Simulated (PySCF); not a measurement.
# [Gd(H2O)2]3+: forces at shaken geometries

The runs use PySCF 2.14.0; TPSS, Gd lcecp-1-SVP with ECP53, O def2-SVP, H def2-SVP; scalar-relativistic core potentials, no spin–orbit coupling.

## (1) The starting structure

7 atoms, charge 3, spin multiplicity 1.

Bond lengths: Gd1–O2 2.248 Å, Gd1–O5 2.248 Å, O2–H3 1.004 Å, O2–H4 1.003 Å, O5–H6 1.004 Å, O5–H7 1.003 Å. Angles: O2–Gd1–O5 114.2°, Gd1–O2–H3 127.6°, Gd1–O2–H4 129.7°, H3–O2–H4 102.7°, Gd1–O5–H6 127.5°, Gd1–O5–H7 129.9°, H6–O5–H7 102.7°.

Geometry (Å):

```csv
atom,x (Å),y (Å),z (Å)
Gd1,1.0320,0.1968,-0.0078
O2,-0.1666,0.0290,1.8865
H3,0.1592,0.1409,2.8297
H4,-1.1393,-0.1789,2.0133
O5,-0.1663,-0.1048,-1.8855
H6,0.1766,-0.3571,-2.7950
H7,-1.1526,-0.0095,-2.0412
```

Formal oxidation states: Gd +3. Each metal's 7 4f electrons lie in its core potential, so multiplicities, spins and levels count the valence alone. An earlier session relaxed this geometry at TPSS, Gd lcecp-1-SVP with ECP53, O def2-SVP, H def2-SVP (singlet, point group C1).

Its energy there is -187.467293 Eh.

## (2) Atoms moved at random, σ = 0.1 Å

run.py (the lines that set the calculation)

```python
mol = gto.M(atom='''
Gd     0.97327     0.50015     0.02080
O     -0.11253     0.13371     1.90450
H      0.18535     0.08702     2.76150
H     -1.17891    -0.45715     1.98599
O     -0.01505    -0.06510    -1.77763
H      0.12889    -0.44766    -2.77558
H     -1.23792    -0.03474    -2.11957''',
    basis={'Gd': 'lcecp-1-SVP', 'O': 'def2-SVP', 'H': 'def2-SVP'},
    ecp={'Gd': 'lcecp-1-SVP'},
    charge=3, spin=0)
mf = dft.RKS(mol, xc='TPSS')
mf.grids.atom_grid = (50, 194)  # f atoms: unpruned, at least (60, 302)
mf = mf.density_fit()  # fitting sets: Gd AutoAux, O def2-universal-JKFIT, H def2-universal-JKFIT
mf.conv_tol = 1e-08; mf.max_cycle = 55
mf.kernel(dm0)  # dm0: the density of the relaxed state
```

On the command line:

```bash
OMP_NUM_THREADS=2 python run.py
```

**Question.** How long does this run take on 2 threads of AMD EPYC 9R45 (Zen 5), shared host?

About 2.5 s.
